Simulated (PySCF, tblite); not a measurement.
**H₈NOSi₃ radical: geometry, infrared bands and EPR parameters**

What infrared bands and EPR parameters should H₈NOSi₃ radical (`[SiH2]N[SiH2]O[SiH3]`) show?

Computed with tblite 0.8.0 and PySCF 2.14.0, with density-fitted response routines of our own, on a single molecule in the gas phase. Atoms count from 0, in the outputs and in this text.

### 1 The molecule as given

13 atoms, charge 0, multiplicity 2; geometry from: force field or distance geometry start.

Bonds of the start (Å): Si0–N1 1.77, N1–Si2 1.77, Si2–O3 1.72, O3–Si4 1.69, Si0–H5 1.47, Si0–H6 1.46, N1–H7 1.06, Si2–H8 1.47, Si2–H9 1.48, Si4–H10 1.47, Si4–H11 1.47, Si4–H12 1.48.

### 2 Relaxing the molecule with GFN2-xTB

What the job is given:

```
{"job": {"kind": "relax", "xc": "GFN2-xTB", "basis": "xTB"}, "charge": 0, "multiplicity": 2}
Si     2.581000     0.652300     0.644200
N      1.712500    -0.865200     0.388200
Si     0.344800    -0.753200    -0.734700
O     -1.154700    -1.073000     0.039500
Si    -2.301300     0.159200    -0.100000
H      2.555500     1.030400     2.063200
H      2.155400     1.745600    -0.232200
H      1.373000    -1.174500     1.346700
H      0.322700     0.548500    -1.412400
H      0.528500    -1.868400    -1.687900
H     -1.881100     1.434800     0.507200
H     -2.722500     0.423900    -1.478300
H     -3.518300    -0.260100     0.638800
```

Command:

```
OMP_NUM_THREADS=1 python probes_run.py task.json out
```

One launch serves the whole session: the jobs run in the order shown.

**Question.** This job is followed by: GFN2-xTB harmonic vibrations, gas phase; UKS B3LYP, pcH-1 on H N O Si, non-relativistic, mean-field spin-orbit, GIAO. Predict these results of the whole session: strongest single infrared mode (GFN2-xTB); zero-point energy (GFN2-xTB); g(iso) (B3LYP); ⟨S²⟩; largest a(iso) (averaged by class); potential on the surface of density 0.002 e/bohr³, 1st and 99th percentile.

**Answer**, as computed:

| quantity | value |
| --- | --- |
| strongest single infrared mode (GFN2-xTB) | 2260 cm⁻¹, 1183 km/mol |
| zero-point energy (GFN2-xTB) | 47.3 kcal/mol |
| g(iso) (B3LYP) | 2.00304 |
| ⟨S²⟩ | 0.751 (exact 0.75) |
| largest a(iso) (averaged by class) | 29Si on Si0, -487.2 MHz |
| potential on the surface of density 0.002 e/bohr³, 1st and 99th percentile | -0.53 V and 1.77 V |

Relaxing lowered the energy by 0.886 eV in 205 steps; the close pair that moved most is Si2–O3, from 1.718 to 1.616 Å. All 33 modes are real, so the xTB geometry is a minimum. GFN2-xTB is a fitted tight-binding method: band positions and strengths are rough. Its intensities can rank the bands wrongly. Most of the unpaired spin sits on Si0 (0.98 e). The isotropic g lies 0.7 ppt above the free-electron value. These values are for one conformer; the search (at its own cheap level) found 2 more, at 0.73, 0.87 kcal/mol, and measured spectra average over such forms.
